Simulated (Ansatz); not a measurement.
# C2H4MgS: the cost of one run

The runs use Ansatz 0.2.0; RKS r2SCAN-D4/def2-SVP.

## Step 1: Where the work starts

8 atoms, charge 0, spin multiplicity 1.

Atoms are counted from 1 here; the program's logs count them from 0.

Bond lengths: C1–Mg2 2.161 Å, C1–S4 1.819 Å, C1–H5 1.108 Å, C1–H6 1.111 Å, Mg2–C3 2.161 Å, Mg2–S4 2.659 Å, C3–S4 1.819 Å, C3–H7 1.108 Å, C3–H8 1.111 Å. Angles: Mg2–C1–S4 83.4°, Mg2–C1–H5 126.2°, Mg2–C1–H6 111.5°, S4–C1–H5 108.9°, S4–C1–H6 113.8°, H5–C1–H6 110.2°, C1–Mg2–C3 82.0°, C1–Mg2–S4 42.8°, C3–Mg2–S4 42.8°, Mg2–C3–S4 83.4°, Mg2–C3–H7 126.2°, Mg2–C3–H8 111.5°, S4–C3–H7 108.9°, S4–C3–H8 113.8°, H7–C3–H8 110.2°, C1–S4–Mg2 53.8°, C1–S4–C3 102.3°, Mg2–S4–C3 53.8°.

Geometry (Å):

```xyz
8
C2H4MgS
C     0.1335    1.4077    0.0994
Mg   -1.5428    0.2023   -0.5382
C    -0.1661   -1.4043   -0.0989
S     0.6650   -0.1347    0.9050
H     0.1069    2.2168    0.8555
H     0.7704    1.7077   -0.7599
H    -0.3730   -2.2867    0.5379
H     0.4062   -1.7089   -1.0008
```

This geometry comes from a loose relaxation at PBE in a small basis, which is not shown.

## Step 3: Plan of the scan

First coordinate, bond length C3–H7: 7 values from 0.969 to 1.376 Å. Second coordinate, bond length C3–H8: 7 values from 0.905 to 1.656 Å.

Nothing else is relaxed (all other coordinates rigid). Energies count from the relaxed molecule at the same level. Points are written as (first, second).

(The set-up runs are not shown.)

## Step 4: Point (1.105 Å, 1.156 Å)

The input, input.yaml:

```yaml
crystal:
  periodic: [false, false, false]
  atoms:
    - { symbol: C, position_ang: [0.124984, 1.412665, 0.089729] }
    - { symbol: Mg, position_ang: [-1.520272, 0.198941, -0.523864] }
    - { symbol: C, position_ang: [-0.175367, -1.405933, -0.109012] }
    - { symbol: S, position_ang: [0.680383, -0.134454, 0.878648] }
    - { symbol: H, position_ang: [0.092117, 2.203699, 0.854688] }
    - { symbol: H, position_ang: [0.776315, 1.732985, -0.742345] }
    - { symbol: H, position_ang: [-0.385471, -2.274023, 0.541604] }
    - { symbol: H, position_ang: [0.433859, -1.752636, -1.028239] }
basis:
  gaussian: { orbitals: def2-SVP }
hamiltonian:
  xc: r2scan
  dispersion: d4
output:
  forces: true
```

Run with:

```bash
$ ansatz run input.yaml --threads 1 --pin off --max-ram 2560MiB --backend cpu --events-out ev --progress --plain --runs-dir out
```

Q: Estimate wall time and peak memory on 1 thread of Intel Xeon at 2.50GHz (Skylake/Cascade Lake), shared host.

About 10 s, with a peak of 0.14 GiB.
